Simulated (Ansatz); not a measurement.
# TiPdSe2: the cost of one run

Method: DFT PBE, scalar-relativistic, plane waves, PAW, unless a step names another level, in Ansatz 0.2.0.

6 further runs of the same task are left out: 1 that didn't finish, 5 set aside as unsound or not needed.

**1. What the formula suggests**

Pauling electronegativities: Ti 1.54, Pd 2.20, Se 2.55 (spread 1.01). The formula balances with common oxidation states: Pd +2, Ti +2, Se -2. Tabulated atomic sizes suggest about 20 Å³/atom. 27 candidates were drawn, by swapping species into database cells of other compounds, at random by space group and Wyckoff sites, or by hand, as the table says:

```tsv
name	made from	space group no.	Wyckoff sites	atoms (primitive cell)	V (Å³/atom)
c01	database cell of CaFeO2	123	Ti 1d; Pd 1a; Se 2f	4	20.3
c02	database cell of YSnPt2	194	Ti 2c; Pd 2a; Se 4f	8	20.6
c03	random	47	Ti 1h; Pd 1f; Se 2r	4	24.8
c04	random	156	Ti 1b; Pd 1b; Se 1c, 1b	4	24.0
c05	random	123	Ti 1b; Pd 1c; Se 2g	4	26.1
c06	random	191	Ti 1b; Pd 1a; Se 2d	4	20.5
c07	database cell of TlAgI2	140	Ti 4b; Pd 4a; Se 8h	8	21.2
c08	random	191	Ti 2e; Pd 2d; Se 4h	8	23.9
c09	random	123	Ti 1d; Pd 1c; Se 1a, 1b	4	20.6
c10	built by hand: alpha-NaFeO2	166	Ti 3a; Pd 3b; Se 6c	4	20.4
c11	random	191	Ti 1b; Pd 1a; Se 2c	4	24.9
c12	random	139	Ti 2a; Pd 2b; Se 4d	4	24.7
c13	random	166	Ti 3a; Pd 3b; Se 6c	4	25.5
c14	random	191	Ti 1a; Pd 1b; Se 2d	4	21.5
c15	database cell of TlCrTe2	164	Ti 1b; Pd 1a; Se 2d	4	22.0
c16	database cell of BaSrO2	123	Ti 1a; Pd 1d; Se 1c, 1b	4	20.0
c17	built by hand: ordered PtS (cooperite)	47	Ti 1e; Pd 1d; Se 2q	4	20.4
c18	built by hand: ordered anti-PbO (FeSe derivative)	115	Ti 1a; Pd 1b; Se 2g	4	20.4
c19	random	35	Ti 2a; Pd 2b; Se 4e	4	21.6
c20	built by hand: LiTiS2-type, ordered NiAs derivative	164	Ti 1a; Pd 1b; Se 2d	4	20.4
c21	database cell of ErIn2Sn	123	Ti 1c; Pd 1a; Se 2e	4	20.3
c22	database cell of PrNiSb2	129	Ti 2c; Pd 2b; Se 2a, 2c	8	20.5
c23	database cell of DyErTe2	123	Ti 1d; Pd 1a; Se 1b, 1c	4	20.5
c24	built by hand: 1T-TiSe2 with tetrahedral Pd intercalation	156	Ti 1b; Pd 1a; Se 1c, 1a	4	20.4
c25	random	183	Ti 1a; Pd 1a; Se 2b	4	22.1
c26	database cell of TaPbSe2	187	Ti 1b; Pd 1e; Se 2i	4	19.7
c27	database cell of CuAgTe2	25	Ti 1b; Pd 1c; Se 1d, 1a	4	18.2
```

**2. Screening run of c09**

input.yaml reads:

```yaml
crystal:
  lattice:
    - [3.21096315, 0.0, 0.0]
    - [0.0, 3.21096315, 0.0]
    - [0.0, 0.0, 7.99489465]
  atoms:
    - { symbol: Ti, position: [0.5, 0.5, 0.5], spin: 1.0 }
    - { symbol: Pd, position: [0.5, 0.5, 0.0] }
    - { symbol: Se, position: [0.0, 0.0, 0.0] }
    - { symbol: Se, position: [0.0, 0.0, 0.5] }
basis:
  ecutwfc: 420
kpoints:
  mp_grid: { grid: [4, 4, 2] }
hamiltonian:
  xc: pbe
scf:
  occupations: { method: gaussian, width: 0.15 }
  lower_state_search: "off"
output:
  forces: true
  stress: true
  eigenvalues: true
  populations: true
magnetization:
  spin_polarized: true
relax:
  adjacent_minimum: "off"
  f_tol: 0.08
  max_steps: 16
  cell: { stress_tol: 0.8 }
```

Launch:

```console
ansatz run input.yaml --threads 1 --pin off --max-ram 2560MiB --backend cpu --events-out ev --progress --plain --runs-dir out
```

**Question.** How long does this run take on 1 thread of Intel Xeon 6975P-C (Granite Rapids), shared host, and how much memory does it need?

About 44 s, with a peak of 0.46 GiB.
